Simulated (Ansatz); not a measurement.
# Te2Pb3Se: the cost of one run

Program: Ansatz 0.2.0. Level of theory: DFT PBE, scalar-relativistic, plane waves, PAW. These are calculated values, not measurements.

**1. The starting structure**

Symmetry: Cmcm, No. 63, orthorhombic system. Conventional cell: a = 4.420 Å, b = 12.582 Å, c = 13.693 Å, α = 90.00°, β = 90.00°, γ = 90.00°. Te (site symmetry m) is surrounded by 5 Pb at 2.89 to 3.18 Å. Pb (site symmetry m) has 3 Te at 2.89 to 3.18 Å and 2 Se at 3.18 Å in its first shell of neighbours. Around Pb (site symmetry m2m) lie 1 Se at 2.89 Å and 4 Te at 3.18 Å. Se (site symmetry m2m) is surrounded by 5 Pb at 2.89 to 3.18 Å.

As a file:

```cif
data_structure
_symmetry_space_group_name_H-M 'P 1'
_symmetry_Int_Tables_number 1
_cell_length_a 6.6677
_cell_length_b 6.6677
_cell_length_c 13.6929
_cell_angle_alpha 90.000
_cell_angle_beta 90.000
_cell_angle_gamma 141.287
_cell_volume 380.73
loop_
_atom_site_label
_atom_site_type_symbol
_atom_site_fract_x
_atom_site_fract_y
_atom_site_fract_z
_atom_site_occupancy
Te1 Te 0.86129 0.13871 0.41667 1
Te2 Te 0.86129 0.13871 0.08333 1
Te3 Te 0.13871 0.86129 0.58333 1
Te4 Te 0.13871 0.86129 0.91667 1
Pb1 Pb 0.63176 0.36824 0.41667 1
Pb2 Pb 0.63176 0.36824 0.75000 1
Pb3 Pb 0.63176 0.36824 0.08333 1
Pb4 Pb 0.36824 0.63176 0.25000 1
Pb5 Pb 0.36824 0.63176 0.58333 1
Pb6 Pb 0.36824 0.63176 0.91667 1
Se1 Se 0.86129 0.13871 0.75000 1
Se2 Se 0.13871 0.86129 0.25000 1
```

The start is an ordering of an alloy on its end members' structure types: elements ordered on the sites of the PbSe type, Te/Se on Se (Cmcm, No. 63).

**2. Probe: one point on a coarse mesh**

The input, input.yaml:

```yaml
crystal:
  lattice:
    - [2.20997267, -6.29078034, 0.0]
    - [2.20997267, 6.29078034, 0.0]
    - [0.0, 0.0, 13.6928511]
  atoms:
    - { symbol: Te, position: [0.86128997, 0.13871003, 0.41666667] }
    - { symbol: Te, position: [0.86128997, 0.13871003, 0.08333333] }
    - { symbol: Te, position: [0.13871003, 0.86128997, 0.58333333] }
    - { symbol: Te, position: [0.13871003, 0.86128997, 0.91666667] }
    - { symbol: Pb, position: [0.63176072, 0.36823928, 0.41666667] }
    - { symbol: Pb, position: [0.63176072, 0.36823928, 0.75] }
    - { symbol: Pb, position: [0.63176072, 0.36823928, 0.08333333] }
    - { symbol: Pb, position: [0.36823928, 0.63176072, 0.25] }
    - { symbol: Pb, position: [0.36823928, 0.63176072, 0.58333333] }
    - { symbol: Pb, position: [0.36823928, 0.63176072, 0.91666667] }
    - { symbol: Se, position: [0.86128997, 0.13871003, 0.75] }
    - { symbol: Se, position: [0.13871003, 0.86128997, 0.25] }
basis:
  ecutwfc: 420
kpoints:
  mp_grid: { grid: [4, 4, 2] }
hamiltonian:
  xc: pbe
scf:
  occupations: { method: gaussian, width: 0.1 }
  lower_state_search: "off"
output:
  forces: true
  stress: true
  eigenvalues: true
```

The run is started by

```sh
> ansatz run input.yaml --threads 4 --pin off --max-ram 8192MiB --backend cpu --events-out ev --progress --plain --runs-dir out
```

Q: Estimate wall time and peak memory on 4 threads of Arm Neoverse V1, shared host.

About 15 s, with a peak of 1.4 GiB.
